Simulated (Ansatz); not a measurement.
# AlBrH₂N radical (SMILES [NH2][Al][Br]): energies and forces away from the minimum

The task here is to estimate one member of a computed series from the others.

Program: Ansatz 0.2.0, Gaussian basis. Level of theory: single points with forces in def2-TZVPP. These are calculated values, not measurements.

Levels: PBE-D4, r2SCAN-D4, PBE0-D4, wB97M-V, Hartree-Fock, MP2, CCSD, CCSD(T). Each coordinate is moved by a Gaussian draw of the width named (0.7 of it for atoms other than hydrogen): 0.06, 0.06, 0.02, 0.12 Å.

Correlated methods freeze the cores. Filled d shells of the heavier atoms are correlated. Orbitals are unrestricted.

2 further runs of the same task are left out: 2 set aside as unsound or not needed.

### The starting structure

SMILES `[NH2][Al][Br]`, 5 atoms, charge 0, spin multiplicity 2.

Atoms are counted from 1 here; the program's logs count them from 0.

Bond lengths: N1–Al2 1.864 Å, N1–H4 1.062 Å, N1–H5 1.084 Å, Al2–Br3 2.342 Å. Angles: Al2–N1–H4 108.3°, Al2–N1–H5 108.7°, H4–N1–H5 105.2°, N1–Al2–Br3 118.5°.

Coordinates:

```
atom    x (Å)    y (Å)    z (Å)
  N1  -0.2600   0.6294  -0.5007
 Al2  -0.0776  -0.8388   0.6336
 Br3   2.0785  -1.6096   1.1272
  H4  -0.7830   1.3918   0.0225
  H5  -0.9081   0.3536  -1.3241
```

The first run:

File pre/in.yaml:

```yaml
crystal:
  periodic: [false, false, false]
  atoms:
    - {symbol: N, position_ang: [-0.260000, 0.629400, -0.500700]}
    - {symbol: Al, position_ang: [-0.077600, -0.838800, 0.633600]}
    - {symbol: Br, position_ang: [2.078500, -1.609600, 1.127200]}
    - {symbol: H, position_ang: [-0.783000, 1.391800, 0.022500]}
    - {symbol: H, position_ang: [-0.908100, 0.353600, -1.324100]}
basis:
  gaussian: {orbitals: def2-SVP}
magnetization: {spin_polarized: true, initial_magnetization: 1}
hamiltonian: {xc: pbe, dispersion: d4}
relax: {f_tol: 0.03, max_steps: 250}
```

The command line of these runs was not kept.

Steps of the session up to this table: A first relaxation in a small basis; Finding the minimum; The minimum at every level; Structure 1, width 0.06 Å; Structure 2, width 0.06 Å; Structure 3, width 0.02 Å; Structure 4, width 0.12 Å.

One of the session's tables, all rows but one given; the rest of the session is left out.

```
   method  RMS force component (eV/Å)  angle to CCSD(T) forces (°)  dipole (D)
   PBE-D4                           ?                            ?           ?
r2SCAN-D4                       7.137                          0.1        2.17
  PBE0-D4                       7.181                          0.4        2.17
  wB97M-V                       7.132                          0.4        2.32
  CCSD(T)                       7.171                    reference        2.13
```

Q: Estimate the row for PBE-D4 from the others.

**Answer.** RMS force component (eV/Å): 7.163; angle to CCSD(T) forces (°): 1.3; dipole (D): 2.04. In the column «RMS force component (eV/Å)» it lies between r2SCAN-D4 (7.137) and CCSD(T) (7.171).
